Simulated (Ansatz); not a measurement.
# GaHClO+ (quintet): the correlation ladder, cc-pVDZ

One table from this session's results is given with a row withheld; the runs are named, their logs left out.

Method: cc-pVDZ, core rule «outside noble gas», up to 20 orbitals frozen; program: Ansatz 0.2.0, Gaussian basis.

Plan: UHF; CCSD(T) on ROHF; CCSD(T) on UHF; BCCD(T) on ROHF; CISD as a restricted active space (open shells left free, so some higher excitations enter); CCSDT(Q) on ROHF; CCSDT(Q) on UHF.

7 further runs of the same task are left out: 2 for a known fault of the program, 5 set aside as unsound or not needed. Runs told in other sessions of the task aren't counted.

**What is computed**

The geometry is a PBE0/def2-TZVP stationary point (not a proven minimum) of the parent state, kept for this charge and spin. No spin-orbit coupling is included. The filled d shell of Ga may be among the frozen orbitals whatever the setting's name suggests.

4 atoms, charge 1, spin multiplicity 5.

Atoms are counted from 1 here; the program's logs count them from 0.

Bond lengths: Cl1–Ga2 2.280 Å, Ga2–O3 1.971 Å, O3–H4 0.970 Å. Angles: Cl1–Ga2–O3 70.4°, Ga2–O3–H4 107.7°.

The first run:

in.yaml reads:

```yaml
crystal:
  periodic: [false, false, false]
  atoms:
    - {symbol: Cl, position_ang: [-0.003470, 0.176594, 1.536640]}
    - {symbol: Ga, position_ang: [-0.011408, 0.301246, -0.740313]}
    - {symbol: O, position_ang: [0.107147, -1.585274, -0.180991]}
    - {symbol: H, position_ang: [-0.789579, -1.886197, 0.033798]}
basis:
  gaussian: {orbitals: cc-pVDZ}
total_charge: 1
magnetization: {spin_polarized: true, initial_magnetization: 4}
hamiltonian: {xc: hf}
output: {orbitals: {seedname: orbitals}}
```

Command:

```console
$ ansatz run in.yaml --threads 1 --pin off --events-out ev --progress --plain --max-ram 2816MiB --backend cpu
```

Steps of the session up to this table: UHF; CCSD(T) on ROHF; CCSD(T) on UHF; BCCD(T) on ROHF; CISD as a restricted active space (open shells left free, so some higher excitations enter); CCSDT(Q) on ROHF; CCSDT(Q) on UHF.

One table of the session follows, with a row left open; its other results are not shown here.

```
   method  from UCCSDT(Q) (kJ/mol)
     ROHF                   +888.9
      UHF                   +862.0
     RMP2                        ?
     UMP2                   +117.1
    RCCSD                    +25.2
    UCCSD                    +23.0
 RCCSD(T)                     +7.8
 UCCSD(T)                     +6.1
  BCCD(T)                     +7.5
   RCCSDT                     +3.7
   UCCSDT                     +2.0
RCCSDT(Q)                     +1.8
UCCSDT(Q)                        0
```

**Question.** Estimate the row for RMP2.

As computed: from UCCSDT(Q) (kJ/mol): +117.3. In the column «from UCCSDT(Q) (kJ/mol)» it lies between UMP2 (+117.1) and UHF (+862.0).

Not comparable, so not listed: CISD as a restricted active space (open shells left free, so some higher excitations enter) (they don't share determinant, frozen orbitals or solution with the rows shown, or repeat one).

Limits of these values: Restricted and unrestricted rows rest on different reference determinants; a gap between their highest levels can come from leftover correlation error, from unlike frozen cores or from another state.
